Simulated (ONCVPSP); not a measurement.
# An ONCV potential for fluorine, from input to tests

Aim: build the potential from the settings below, then test how well it stands in for the atom: other configurations, scattering, ghost states and the plane-wave cutoff that it needs.

Method: ONCVPSP 4.0.1, PBEsol, scalar-relativistic.

### 1 Settings

Typed settings, in words:

```
element                 : fluorine (F, Z = 9)
type                    : optimised norm-conserving Vanderbilt (ONCV)
frozen core             : none
valence charge          : 9
reference configuration : 1s2 2s2 2p5
partial waves           : 1s+2s: rc 0.40 bohr, ncon 4, nbas 7, qcut 23.8 1/bohr, 3 projectors, debl 1.2 Ha; 2p: rc 1.40 bohr, ncon 4, nbas 8, qcut 10.6 1/bohr, 2 projectors, debl 1.1 Ha
local potential         : polynomial inside 0.30 bohr (lpopt 5, dvloc0 0 Ha)
core correction         : not asked for
```

The outer shells as boxes (Hund's rule for the drawing; the calculation is spin-unpolarised):

```
1s [↑↓]
2s [↑↓]
2p [↑↓][↑↓][↑ ]
```

The nodes and maxima of the atom's own shells, from an earlier all-electron run, set the scale for the radii.

All-electron outer shells of the reference configuration (PBEsol, scalar-relativistic, ld1.x):

| shell | level (eV) | outermost node (bohr) | outermost maximum (bohr) |
| --- | --- | --- | --- |
| 1s | -661.16 | – | 0.11 |
| 2s | -29.72 | 0.24 | 0.76 |
| 2p | -11.05 | – | 0.71 |

### 2 The generation run

Contents of F.dat:

```
# ATOM AND REFERENCE CONFIGURATION
# atsym  z   nc   nv     iexc    psfile
  F 9.00    0    3  -116133      upf
#
#   n    l    f
    1    0    2.00
    2    0    2.00
    2    1    5.00
#
# PSEUDOPOTENTIAL AND OPTIMIZATION
# lmax
    1
#
#   l,   rc,      ep,       ncon, nbas, qcut
    0    0.40    0.00    4    7   23.80
    1    1.40    0.00    4    8   10.60
#
# LOCAL POTENTIAL
# lloc, lpopt,  rc(5),   dvloc0
    4    5    0.30    0.00
#
# VANDERBILT-KLEINMAN-BYLANDER PROJECTORs
# l, nproj, debl
    0    3    1.20
    1    2    1.10
#
# MODEL CORE CHARGE
# icmod, fcfact, rcfact
    0    0.00    0.00
#
# LOG DERIVATIVE ANALYSIS
# epsh1, epsh2, depsh
  -12.00    5.00    0.04
#
# OUTPUT GRID
# rlmax, drl
    6.00    0.01
#
# TEST CONFIGURATIONS
# ncnf
    4
# nvcnf
#   n    l    f
    3
    1    0    2.00
    2    0    2.00
    2    1    4.00
#
    3
    1    0    2.00
    2    0    2.00
    2    1    3.00
#
    3
    1    0    2.00
    2    0    2.00
    2    1    2.00
#
    3
    1    0    1.00
    2    0    2.00
    2    1    5.00
#
```

Command:

```sh
$ oncvpsp.x < F.dat > F.out
```

What does the calculation give? Wanted: cutoffs for 1 and 0.1 mHa per electron, occupied waves; bound ghosts; GHOST(+) flags; largest test error; largest phase difference near zero energy, channels read.

**Answer**, as computed:

| quantity | value |
| --- | --- |
| cutoffs for 1 and 0.1 mHa per electron, occupied waves | 684 Ha and 904 Ha |
| bound ghosts | none found |
| GHOST(+) flags | s at 96 eV, s at 11976 eV |
| largest test error (AE − PS) | +800 meV, for 1s2 2s2 2p2 (1 test unsolved) |
| largest phase difference near zero energy, channels read | 0.000 rad |

**Reading.** The worst unpolarised test, 1s2 2s2 2p2, is off by 800 meV on 118.1 eV; by total energies transferability rates as poor. That test lies far up in energy; among those under 40 eV, nearer to bonding, the largest error is 26 meV. Of the tests 1 gave no usable energy difference, which is a warning in itself. The potential is very hard: the looser tolerance needs 684 Ha. At the looser tolerance the 1s wave is the slowest; 2s needs 326 Ha. No bound ghost shows below the valence levels. Near zero energy the phases of the channels with partial waves agree within 0.001 rad. The program also flags highly localised states, GHOST(+) (s).
